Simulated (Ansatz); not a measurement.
# Ge2Sb2Te5: a sublattice displacement scan and further scans

Aim: for Ge2Sb2Te5, map the energy as every Sb atom is pushed off its site and see what random moves of the atoms cost.

Program: Ansatz 0.2.0. Level of theory: DFT PBEsol, scalar-relativistic, plane waves, PAW. These are calculated values, not measurements.

2 further runs of the same task are left out: 2 set aside as unsound or not needed. Runs told in other sessions of the task aren't counted.

### Step 1. The structure to begin with

It takes space group P-3m1 (No. 164, trigonal). The conventional cell has a = 4.202 Å, b = 4.202 Å, c = 17.106 Å, α = 90.00°, β = 90.00°, γ = 120.00°. Ge (site symmetry 3m) is surrounded by 6 Te at 2.81 to 3.17 Å. Sb (site symmetry 3m) has 6 Te at 2.99 to 3.14 Å in its first shell of neighbours. Around Te (site symmetry -3m) lie 6 Sb at 3.14 Å. Te (site symmetry 3m) is surrounded by 3 Sb at 2.99 Å and 3 Ge at 3.17 Å. Te (site symmetry 3m) has 3 Ge at 2.81 Å in its first shell of neighbours.

Coordinates:

```cif
data_structure
_symmetry_space_group_name_H-M 'P-3m1'
_symmetry_Int_Tables_number 164
_cell_length_a 4.2017
_cell_length_b 4.2017
_cell_length_c 17.1061
_cell_angle_alpha 90.000
_cell_angle_beta 90.000
_cell_angle_gamma 120.000
_cell_volume 261.54
loop_
_atom_site_label
_atom_site_type_symbol
_atom_site_symmetry_multiplicity
_atom_site_Wyckoff_symbol
_atom_site_fract_x
_atom_site_fract_y
_atom_site_fract_z
_atom_site_occupancy
Ge1 Ge 2 c 0.00000 0.00000 0.33811 1
Sb1 Sb 2 d 0.33333 0.66667 0.11669 1
Te1 Te 1 a 0.00000 0.00000 0.00000 1
Te2 Te 2 d 0.33333 0.66667 0.78106 1
Te3 Te 2 d 0.33333 0.66667 0.42068 1
```

It goes back to an entry of the Materials Project, which need not be the stable form.

This cell was relaxed beforehand with the same method: volume 29.06 Å³/atom, gap on the mesh none (metal).

### Step 2. Zero of energy

The reference gives a free energy of -55831.5456 eV, pressure 0.00 GPa, largest force 0.008 eV/Å and gap on the mesh none (metal). It was computed beforehand with the settings of the runs below.

### Step 3. Next: a sublattice displacement scan

Every Sb atom is moved by x along the Cartesian unit vector (1.000, 0.000, 0.000); the cell and all other atoms stay fixed. Forces below are components along that vector, summed over the moved atoms.

### Step 4. Point x = -0.100 Å

Input file input.yaml:

```yaml
crystal:
  lattice:
    - [4.2017340711, 0.0, 0.0]
    - [-2.1008670355, 3.6388084455, 0.0]
    - [0.0, 0.0, 17.1060849616]
  atoms:
    - { symbol: Ge, position: [0.0, 0.0, 0.3381076066] }
    - { symbol: Ge, position: [0.0, 0.0, 0.6618923934] }
    - { symbol: Sb, position: [0.3095336358, 0.6666666667, 0.1166940745] }
    - { symbol: Sb, position: [0.6428669691, 0.3333333333, 0.8833059255] }
    - { symbol: Te, position: [0.0, 0.0, 0.0] }
    - { symbol: Te, position: [0.3333333333, 0.6666666667, 0.7810582628] }
    - { symbol: Te, position: [0.6666666667, 0.3333333333, 0.2189417372] }
    - { symbol: Te, position: [0.3333333333, 0.6666666667, 0.4206821731] }
    - { symbol: Te, position: [0.6666666667, 0.3333333333, 0.5793178269] }
basis:
  ecutwfc: 420
kpoints:
  mp_grid: { grid: [12, 12, 4] }
hamiltonian:
  xc: pbesol
scf:
  occupations: { method: gaussian, width: 0.15 }
output:
  forces: true
  stress: true
  eigenvalues: true
```

Command:

```console
$ ansatz run input.yaml --threads 2 --pin off --max-ram 5120MiB --backend cpu --events-out ev --progress --plain --runs-dir out
```

The log of the run, shortened:

```text
Warning: RAYON_NUM_THREADS=2 ignored (pool sized by the plan → 2); use --threads N
[...]
Pseudopotentials: kind: paw
Pseudopotential: Ge, paw, valence charge 14, recommended cutoff 420 eV (normal), Ge.paw.azcp
Pseudopotential: Sb, paw, valence charge 15, recommended cutoff 420 eV (normal), Sb.paw.azcp
Pseudopotential: Te, paw, valence charge 16, recommended cutoff 420 eV (normal), Te.paw.azcp
Functional definition: PBEsol
[...]
Crystal: 9 atoms, lattice volume = 261.540 Å³
Basis set: ecut = 420 eV, 5019 PW (Γ), exchange–correlation on 60×60×240 points (8 copies of the dense FFT grid, shifted against one another)
Bands: 83, of which v1, the nominal top of the filled ones, is band 69 counted from 1 (68 counted from 0)
Symmetry: 2 space group operations
Space group: C2 (ITA 5), of the structure as read, at distance tolerance 6.4e-5 Å
k-points: 164 of 576 (time reversal used)
[...]
SCF iter   1: F=—  HF=-55831.542515 eV  |F-HF|=—  |Δ(HF+E_count)|=         —  Δρ=2.84e-3  dr2=1.31e-1  ethr=1.77e-3  ⟨swp⟩=7.2  Hψ=53435  notcnv=0
[...]
SCF iter  10: F=-55831.521003 eV  HF=-55831.521003 eV  |F-HF|=4.79e-9  |Δ(HF+E_count)|=   1.35e-8  Δρ=1.56e-6  dr2=1.59e-8  ethr=7.25e-11  ⟨swp⟩=10.4  Hψ=61066  notcnv=0
[...]
SCF converged after 10 iterations
Free energy (F): -55831.521003 eV
[...]
E sigma→0 (E₀):  -55831.515369 eV
Entropy (-TS):   -0.011268 eV (-1.252 meV/atom)
Fermi energy:    9.846785 eV
[...]
--- Forces (eV/Å), atoms counted from 1 ---
  atom   1  Ge    -0.03677676    -0.00329747    -0.00082971
  atom   2  Ge    -0.03677676     0.00329747     0.00082971
  atom   3  Sb     0.24891115     0.00864406    -0.01813279
  atom   4  Sb     0.24891115    -0.00864406     0.01813279
  atom   5  Te    -0.16120461     0.00000000     0.00000000
  atom   6  Te    -0.19306927     0.01074213    -0.03252842
  atom   7  Te    -0.19306927    -0.01074213     0.03252842
  atom   8  Te     0.06153811     0.00200999     0.00221117
[...]
--- Stress (GPa, compression-positive) ---
        0.085112      -0.000000      -0.000000
       -0.000000       0.067922      -0.044887
       -0.000000      -0.044887       0.097145
  P = ⅓ Tr σ = 0.0834 GPa (0.834 kbar)
--- Band table (eV; the first three rows and the last of 164) ---
[...]
```

Wall time 82 s (2 threads of Intel Xeon 6975P-C (Granite Rapids), shared host); peak memory 2.3 GiB.

### Step 5. At x = 0.075 Å

input.yaml: that of step 4 with these lines changed.

```diff
@@ -8,4 +8,4 @@
     - { symbol: Ge, position: [0.0, 0.0, 0.6618923934] }
-    - { symbol: Sb, position: [0.3095336358, 0.6666666667, 0.1166940745] }
-    - { symbol: Sb, position: [0.6428669691, 0.3333333333, 0.8833059255] }
+    - { symbol: Sb, position: [0.3511831065, 0.6666666667, 0.1166940745] }
+    - { symbol: Sb, position: [0.6845164398, 0.3333333333, 0.8833059255] }
     - { symbol: Te, position: [0.0, 0.0, 0.0] }
```

Command:

```console
$ ansatz run input.yaml --threads 2 --pin off --max-ram 5120MiB --backend cpu --events-out ev --progress --plain --runs-dir out
```

The log of the run, shortened:

```text
Warning: RAYON_NUM_THREADS=2 ignored (pool sized by the plan → 2); use --threads N
[...]
Pseudopotentials: kind: paw
Pseudopotential: Ge, paw, valence charge 14, recommended cutoff 420 eV (normal), Ge.paw.azcp
Pseudopotential: Sb, paw, valence charge 15, recommended cutoff 420 eV (normal), Sb.paw.azcp
Pseudopotential: Te, paw, valence charge 16, recommended cutoff 420 eV (normal), Te.paw.azcp
Functional definition: PBEsol
[...]
Crystal: 9 atoms, lattice volume = 261.540 Å³
Basis set: ecut = 420 eV, 5019 PW (Γ), exchange–correlation on 60×60×240 points (8 copies of the dense FFT grid, shifted against one another)
Bands: 83, of which v1, the nominal top of the filled ones, is band 69 counted from 1 (68 counted from 0)
Symmetry: 2 space group operations
Space group: C2 (ITA 5), of the structure as read, at distance tolerance 6.4e-5 Å
k-points: 164 of 576 (time reversal used)
[...]
SCF converged after 10 iterations
Free energy (F): -55831.531841 eV
[...]
E sigma→0 (E₀):  -55831.526157 eV
Entropy (-TS):   -0.011368 eV (-1.263 meV/atom)
Fermi energy:    9.842595 eV
[...]
--- Forces (eV/Å), atoms counted from 1 ---
  atom   1  Ge     0.02768546    -0.00187251    -0.00093643
  atom   2  Ge     0.02768546     0.00187251     0.00093643
  atom   3  Sb    -0.18489565     0.00483286    -0.01379648
  atom   4  Sb    -0.18489565    -0.00483286     0.01379648
  atom   5  Te     0.11905548    -0.00000000     0.00000000
  atom   6  Te     0.14419343     0.00595195    -0.02005898
  atom   7  Te     0.14419343    -0.00595195     0.02005898
  atom   8  Te    -0.04651141     0.00114219     0.00170969
[...]
--- Stress (GPa, compression-positive) ---
        0.049505      -0.000000      -0.000000
       -0.000000       0.040003      -0.024969
       -0.000000      -0.024969       0.045677
  P = ⅓ Tr σ = 0.0451 GPa (0.451 kbar)
--- Band table (eV; the first three rows and the last of 164) ---
[...]
```

Run time: 82 s. Hardware: 2 threads of Intel Xeon 6975P-C (Granite Rapids), shared host; peak memory 2.3 GiB.

### Step 6. Point x = -0.050 Å

input.yaml: that of step 5 with these lines changed.

```diff
@@ -8,4 +8,4 @@
     - { symbol: Ge, position: [0.0, 0.0, 0.6618923934] }
-    - { symbol: Sb, position: [0.3511831065, 0.6666666667, 0.1166940745] }
-    - { symbol: Sb, position: [0.6845164398, 0.3333333333, 0.8833059255] }
+    - { symbol: Sb, position: [0.3214334846, 0.6666666667, 0.1166940745] }
+    - { symbol: Sb, position: [0.6547668179, 0.3333333333, 0.8833059255] }
     - { symbol: Te, position: [0.0, 0.0, 0.0] }
```

Command:

```console
$ ansatz run input.yaml --threads 2 --pin off --max-ram 5120MiB --backend cpu --events-out ev --progress --plain --runs-dir out
```

The log of the run, shortened:

```text
Warning: RAYON_NUM_THREADS=2 ignored (pool sized by the plan → 2); use --threads N
[...]
Pseudopotentials: kind: paw
Pseudopotential: Ge, paw, valence charge 14, recommended cutoff 420 eV (normal), Ge.paw.azcp
Pseudopotential: Sb, paw, valence charge 15, recommended cutoff 420 eV (normal), Sb.paw.azcp
Pseudopotential: Te, paw, valence charge 16, recommended cutoff 420 eV (normal), Te.paw.azcp
Functional definition: PBEsol
[...]
Crystal: 9 atoms, lattice volume = 261.540 Å³
Basis set: ecut = 420 eV, 5019 PW (Γ), exchange–correlation on 60×60×240 points (8 copies of the dense FFT grid, shifted against one another)
Bands: 83, of which v1, the nominal top of the filled ones, is band 69 counted from 1 (68 counted from 0)
Symmetry: 2 space group operations
Space group: C2 (ITA 5), of the structure as read, at distance tolerance 6.4e-5 Å
k-points: 164 of 576 (time reversal used)
[...]
SCF converged after 10 iterations
Free energy (F): -55831.539518 eV
[...]
E sigma→0 (E₀):  -55831.533800 eV
Entropy (-TS):   -0.011436 eV (-1.271 meV/atom)
Fermi energy:    9.839420 eV
[...]
--- Forces (eV/Å), atoms counted from 1 ---
  atom   1  Ge    -0.01850640    -0.00083752    -0.00099914
  atom   2  Ge    -0.01850640     0.00083752     0.00099914
  atom   3  Sb     0.12240519     0.00213879    -0.01080519
  atom   4  Sb     0.12240519    -0.00213879     0.01080519
  atom   5  Te    -0.07848787     0.00000000     0.00000000
  atom   6  Te    -0.09583401     0.00261709    -0.01120507
  atom   7  Te    -0.09583401    -0.00261709     0.01120507
  atom   8  Te     0.03118021     0.00051106     0.00134388
[...]
--- Stress (GPa, compression-positive) ---
        0.024123      -0.000000      -0.000000
       -0.000000       0.019943      -0.011010
       -0.000000      -0.011010       0.008847
  P = ⅓ Tr σ = 0.0176 GPa (0.176 kbar)
--- Band table (eV; the first three rows and the last of 164) ---
[...]
```

Wall time 83 s (2 threads of Intel Xeon 6975P-C (Granite Rapids), shared host); peak memory 2.3 GiB.

### Step 7. x = 0.025 Å

input.yaml: that of step 6 with these lines changed.

```diff
@@ -8,4 +8,4 @@
     - { symbol: Ge, position: [0.0, 0.0, 0.6618923934] }
-    - { symbol: Sb, position: [0.3214334846, 0.6666666667, 0.1166940745] }
-    - { symbol: Sb, position: [0.6547668179, 0.3333333333, 0.8833059255] }
+    - { symbol: Sb, position: [0.3392832577, 0.6666666667, 0.1166940745] }
+    - { symbol: Sb, position: [0.672616591, 0.3333333333, 0.8833059255] }
     - { symbol: Te, position: [0.0, 0.0, 0.0] }
```

Command:

```console
$ ansatz run input.yaml --threads 2 --pin off --max-ram 5120MiB --backend cpu --events-out ev --progress --plain --runs-dir out
```

The log of the run, shortened:

```text
[...]
SCF converged after 10 iterations
Free energy (F): -55831.544099 eV
[...]
E sigma→0 (E₀):  -55831.538361 eV
Entropy (-TS):   -0.011475 eV (-1.275 meV/atom)
Fermi energy:    9.837446 eV
[...]
--- Forces (eV/Å), atoms counted from 1 ---
  atom   1  Ge     0.00926849    -0.00021014    -0.00104197
  atom   2  Ge     0.00926849     0.00021014     0.00104197
  atom   3  Sb    -0.06094333     0.00053338    -0.00901519
  atom   4  Sb    -0.06094333    -0.00053338     0.00901519
  atom   5  Te     0.03897846    -0.00000000     0.00000000
  atom   6  Te     0.04782771     0.00065013    -0.00589463
  atom   7  Te     0.04782771    -0.00065013     0.00589463
  atom   8  Te    -0.01564251     0.00012825     0.00111586
[...]
--- Stress (GPa, compression-positive) ---
        0.008893      -0.000000      -0.000000
       -0.000000       0.007853      -0.002740
       -0.000000      -0.002740      -0.013276
  P = ⅓ Tr σ = 0.0012 GPa (0.012 kbar)
--- Band table (eV; the first three rows and the last of 164) ---
[...]
```

It took 80 s on 2 threads of Intel Xeon 6975P-C (Granite Rapids), shared host; peak memory 2.3 GiB.

### Step 8. All points together

All points in order; energies are free energies above the reference cell:

```csv
x (Å),ΔE (meV/cell),force on the moved atoms (eV/Å),pressure (GPa)
-0.100,24.6,0.498,0.1
-0.050,6.1,0.245,0.0
0.000,0.0,0.000,0.0
0.025,1.5,-0.122,0.0
0.075,13.8,-0.370,0.0
```

### Step 9. Next: rattled cells

All atoms are moved at random with no net shift, in some cells together with a random strain.

### Step 10. At rms move = 0.215 Å

Input file input.yaml:

```yaml
crystal:
  lattice:
    - [4.1835451379, -0.1115001576, 0.0658822171]
    - [-2.1883345379, 3.8413654952, -0.1434110976]
    - [0.2682194505, -0.5193208288, 17.2633195571]
  atoms:
    - { symbol: Ge, position: [-0.0304867444, -0.073363195, 0.3296740219] }
    - { symbol: Ge, position: [0.0267815459, 0.0004043036, 0.6689496715] }
    - { symbol: Sb, position: [0.2921187298, 0.6305293032, 0.1182290712] }
    - { symbol: Sb, position: [0.6405349939, 0.3687914188, 0.8945561147] }
    - { symbol: Te, position: [0.0443993982, 0.0390646945, -0.0005442613] }
    - { symbol: Te, position: [0.3537216647, 0.6508189387, 0.7926444463] }
    - { symbol: Te, position: [0.6861008609, 0.3749058456, 0.2072599541] }
    - { symbol: Te, position: [0.3092756574, 0.6569531095, 0.4132625603] }
    - { symbol: Te, position: [0.6775538937, 0.3518955811, 0.5759684215] }
basis:
  ecutwfc: 420
kpoints:
  mp_grid: { grid: [12, 12, 4] }
hamiltonian:
  xc: pbesol
scf:
  occupations: { method: gaussian, width: 0.15 }
output:
  forces: true
  stress: true
  eigenvalues: true
```

Command:

```console
$ ansatz run input.yaml --threads 2 --pin off --max-ram 5120MiB --backend cpu --events-out ev --progress --plain --runs-dir out
```

The log of the run, shortened:

```text
Warning: RAYON_NUM_THREADS=2 ignored (pool sized by the plan → 2); use --threads N
[...]
Pseudopotentials: kind: paw
Pseudopotential: Ge, paw, valence charge 14, recommended cutoff 420 eV (normal), Ge.paw.azcp
Pseudopotential: Sb, paw, valence charge 15, recommended cutoff 420 eV (normal), Sb.paw.azcp
Pseudopotential: Te, paw, valence charge 16, recommended cutoff 420 eV (normal), Te.paw.azcp
Functional definition: PBEsol
[...]
Crystal: 9 atoms, lattice volume = 272.918 Å³
Basis set: ecut = 420 eV, 5305 PW (Γ), exchange–correlation on 60×60×240 points (8 copies of the dense FFT grid, shifted against one another)
Bands: 83, of which v1, the nominal top of the filled ones, is band 69 counted from 1 (68 counted from 0)
Symmetry: 1 space group operations
Space group: P1 (ITA 1), of the structure as read, at distance tolerance 6.5e-5 Å
k-points: 292 of 576 (time reversal used)
[...]
SCF converged after 8 iterations
Free energy (F): -55830.549478 eV
[...]
E sigma→0 (E₀):  -55830.540566 eV
Entropy (-TS):   -0.017824 eV (-1.980 meV/atom)
Fermi energy:    9.038673 eV
[...]
--- Forces (eV/Å), atoms counted from 1 ---
  atom   1  Ge    -0.13086197     0.58314927     0.42334513
  atom   2  Ge    -0.26395392     0.26748166    -0.75775638
  atom   3  Sb     0.94853797     1.01675506    -1.16790634
  atom   4  Sb     0.98730999    -0.14162153    -0.71581392
  atom   5  Te    -0.80519600    -0.67148615     0.66533365
  atom   6  Te    -0.31404380     0.34524594    -0.24508337
  atom   7  Te    -0.95685634    -0.93880329     1.18093861
  atom   8  Te     0.16001202    -0.11587552    -0.17261611
[...]
--- Stress (GPa, compression-positive) ---
        0.686444       2.014377      -2.335224
        2.014377      -0.236761       0.675864
       -2.335224       0.675864       0.995146
  P = ⅓ Tr σ = 0.4816 GPa (4.816 kbar)
--- Band table (eV; the first three rows and the last of 292) ---
[...]
```

Run time: 2.5 min. Hardware: 2 threads of Intel Xeon 6975P-C (Granite Rapids), shared host; peak memory 3.8 GiB.

### Step 11. At rms move = 0.052 Å

Input file input.yaml:

```yaml
crystal:
  lattice:
    - [4.2017340711, 0.0, 0.0]
    - [-2.1008670355, 3.6388084455, 0.0]
    - [0.0, 0.0, 17.1060849616]
  atoms:
    - { symbol: Ge, position: [-0.0037437852, 0.0032903666, 0.3374302469] }
    - { symbol: Ge, position: [0.0129189231, 0.015406841, 0.6621749637] }
    - { symbol: Sb, position: [0.3467514838, 0.6677580739, 0.1146268155] }
    - { symbol: Sb, position: [0.6641050551, 0.336761991, 0.881673807] }
    - { symbol: Te, position: [-0.0202508874, -0.0162973895, -0.0002833833] }
    - { symbol: Te, position: [0.3293799353, 0.6698178993, 0.7827392961] }
    - { symbol: Te, position: [0.6608612284, 0.3244320374, 0.217774668] }
    - { symbol: Te, position: [0.3470828744, 0.6709965182, 0.4216044843] }
    - { symbol: Te, position: [0.6628951727, 0.3278336622, 0.5822591018] }
basis:
  ecutwfc: 420
kpoints:
  mp_grid: { grid: [12, 12, 4] }
hamiltonian:
  xc: pbesol
scf:
  occupations: { method: gaussian, width: 0.15 }
output:
  forces: true
  stress: true
  eigenvalues: true
```

Command:

```console
$ ansatz run input.yaml --threads 2 --pin off --max-ram 5120MiB --backend cpu --events-out ev --progress --plain --runs-dir out
```

The log of the run, shortened:

```text
Warning: RAYON_NUM_THREADS=2 ignored (pool sized by the plan → 2); use --threads N
[...]
Pseudopotentials: kind: paw
Pseudopotential: Ge, paw, valence charge 14, recommended cutoff 420 eV (normal), Ge.paw.azcp
Pseudopotential: Sb, paw, valence charge 15, recommended cutoff 420 eV (normal), Sb.paw.azcp
Pseudopotential: Te, paw, valence charge 16, recommended cutoff 420 eV (normal), Te.paw.azcp
Functional definition: PBEsol
[...]
Crystal: 9 atoms, lattice volume = 261.540 Å³
Basis set: ecut = 420 eV, 5019 PW (Γ), exchange–correlation on 60×60×240 points (8 copies of the dense FFT grid, shifted against one another)
Bands: 83, of which v1, the nominal top of the filled ones, is band 69 counted from 1 (68 counted from 0)
Symmetry: 1 space group operations
Space group: P1 (ITA 1), of the structure as read, at distance tolerance 6.4e-5 Å
k-points: 292 of 576 (time reversal used)
[...]
SCF converged after 11 iterations
Free energy (F): -55831.485353 eV
[...]
E sigma→0 (E₀):  -55831.479800 eV
Entropy (-TS):   -0.011106 eV (-1.234 meV/atom)
Fermi energy:    9.835425 eV
[...]
--- Forces (eV/Å), atoms counted from 1 ---
  atom   1  Ge     0.25429747     0.02680685     0.10254916
  atom   2  Ge    -0.12325670    -0.27700880     0.24321052
  atom   3  Sb    -0.25841725    -0.12913052     0.11923388
  atom   4  Sb    -0.00351766    -0.02315715     0.27512450
  atom   5  Te     0.21554557     0.21184340    -0.09120308
  atom   6  Te     0.00218451    -0.06841531    -0.27650468
  atom   7  Te     0.12694848     0.08287201    -0.01279291
  atom   8  Te    -0.31306098    -0.09383156    -0.10335618
[...]
--- Stress (GPa, compression-positive) ---
        0.371280       0.148687      -0.319448
        0.148687       0.216213      -0.162068
       -0.319448      -0.162068       0.421225
  P = ⅓ Tr σ = 0.3362 GPa (3.362 kbar)
--- Band table (eV; the first three rows and the last of 292) ---
[...]
```

It took 2.6 min on 2 threads of Intel Xeon 6975P-C (Granite Rapids), shared host; peak memory 3.7 GiB.

### Step 12. The scan collected

The scan, with free energies counted from the undisturbed cell:

```csv
rms move (Å),ΔE (meV/atom),largest force (eV/Å),shortest distance (Å),pressure (GPa)
0.000,0.0,0.01,2.81,0.0
0.052,6.7,0.39,2.73,0.3
0.215,110.7,1.82,2.66,0.5
```

### Step 13. Outcome

| quantity | value |
| --- | --- |
| force constant along x, from the points at -0.050, 0 and 0.025 Å (sublattice displacement scan) | 4.88 eV/Å² for the 2 moved atoms together |
| costliest cell (rattled cells) | 110.7 meV/atom at an rms move of 0.215 Å |

What this shows: Sublattice displacement scan: the restoring force grows by 4.88 eV/Å per Å near the site for the 2 atoms together, 2.44 on average; for the mass of Sb against a rigid frame that is a vibration of about 74 cm⁻¹. No sampled point lies below the undisturbed cell. Rattled cells: the cost runs from 6.7 to 110.7 meV/atom. Energy over the square of the rms move lies at 2.4 eV/Å² per atom; a harmonic solid under isotropic random moves would keep it roughly constant, while strain and close contacts change it. The runs treat Sb, Te without spin-orbit coupling. Where a structure here is layered, its layers are held mostly by dispersion, which this level lacks, so their spacing and the stiffness across them are unreliable there.
